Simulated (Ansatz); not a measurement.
# Li3Ca2Cu3: the cost of one run

All numbers below are computed with Ansatz 0.2.0 (DFT PBEsol, scalar-relativistic, plane waves, PAW).

## 1. The system as given

The cell holds 16 atoms (Ca4Cu6Li6): a = 6.396 Å, b = 6.396 Å, c = 10.234 Å, α = 90.00°, β = 90.00°, γ = 120.00°.

The sites of an ideal hcp lattice, at a guessed lattice constant, take 6 Cu, 4 Ca, 6 Li (sublattices apart by semicolons), with a shake of 0.02 Å. Warren-Cowley parameters of the first shell (negative: unlike neighbours preferred): Ca-Cu -0.17, Ca-Li -0.17, Cu-Li -0.30. In a cell this small the draw can fall short of the order aimed at.

As a file:

```cif
data_structure
_symmetry_space_group_name_H-M 'P 1'
_symmetry_Int_Tables_number 1
_cell_length_a 6.3963
_cell_length_b 6.3963
_cell_length_c 10.2340
_cell_angle_alpha 90.000
_cell_angle_beta 90.000
_cell_angle_gamma 120.000
_cell_volume 362.60
loop_
_atom_site_label
_atom_site_type_symbol
_atom_site_fract_x
_atom_site_fract_y
_atom_site_fract_z
_atom_site_occupancy
Li1 Li 0.32747 0.16545 0.12398 1
Li2 Li 0.33070 0.15895 0.62395 1
Li3 Li 0.82509 0.16867 0.62651 1
Li4 Li 0.66875 0.84330 0.37714 1
Li5 Li 0.67078 0.83159 0.87550 1
Li6 Li 0.16225 0.83604 0.87543 1
Ca1 Ca 0.83442 0.16058 0.12195 1
Ca2 Ca 0.32191 0.66341 0.12451 1
Ca3 Ca 0.32940 0.66477 0.62728 1
Ca4 Ca 0.66962 0.33425 0.37250 1
Cu1 Cu 0.84091 0.67186 0.12134 1
Cu2 Cu 0.83136 0.66970 0.62505 1
Cu3 Cu 0.66677 0.32712 0.87463 1
Cu4 Cu 0.16650 0.33419 0.37575 1
Cu5 Cu 0.17163 0.33581 0.87268 1
Cu6 Cu 0.16479 0.83218 0.38003 1
```

## 2. Relaxing on a coarse mesh

A cheap relaxation: coarse mesh, no symmetry, loose thresholds.

input.yaml reads:

```yaml
crystal:
  lattice:
    - [3.1981272, -5.53931878, 0.0]
    - [3.1981272, 5.53931878, 0.0]
    - [0.0, 0.0, 10.23400704]
  atoms:
    - { symbol: Li, position: [0.327472682, 0.1654502321, 0.1239760471] }
    - { symbol: Li, position: [0.3307039191, 0.1589486077, 0.6239459645] }
    - { symbol: Li, position: [0.8250860122, 0.168672213, 0.6265060532] }
    - { symbol: Li, position: [0.668753218, 0.8433029749, 0.3771423297] }
    - { symbol: Li, position: [0.670781789, 0.8315918001, 0.8755029196] }
    - { symbol: Li, position: [0.1622473696, 0.8360361666, 0.8754305198] }
    - { symbol: Ca, position: [0.8344172709, 0.1605843648, 0.1219489446] }
    - { symbol: Ca, position: [0.3219114546, 0.6634119335, 0.1245095904] }
    - { symbol: Ca, position: [0.3294014174, 0.6647659313, 0.6272819435] }
    - { symbol: Ca, position: [0.6696248328, 0.3342488707, 0.3724996603] }
    - { symbol: Cu, position: [0.8409062668, 0.6718633426, 0.1213445263] }
    - { symbol: Cu, position: [0.831360472, 0.669701923, 0.625054263] }
    - { symbol: Cu, position: [0.6667742723, 0.3271169027, 0.8746331702] }
    - { symbol: Cu, position: [0.1664991816, 0.3341892742, 0.3757507321] }
    - { symbol: Cu, position: [0.1716253785, 0.3358125373, 0.8726825396] }
    - { symbol: Cu, position: [0.1647875522, 0.8321830536, 0.3800320295] }
  symmetry: { detect: false }
basis:
  ecutwfc: 420
kpoints:
  mp_grid: { grid: [3, 3, 2], shift: [0.0, 0.0, 0.5] }
hamiltonian:
  xc: pbesol
scf:
  occupations: { method: gaussian, width: 0.1 }
  lower_state_search: "off"
output:
  forces: true
  stress: true
  eigenvalues: true
relax:
  adjacent_minimum: "off"
  f_tol: 0.04
  max_steps: 50
  cell: { stress_tol: 0.3 }
```

Launch:

```
$ ansatz run input.yaml --threads 4 --pin off --max-ram 9216MiB --backend cpu --events-out ev --progress --plain --runs-dir out
```

What time and memory should one allow on 4 threads of Arm Neoverse V1, shared host?

About 7.1 min, with a peak of 1.1 GiB.
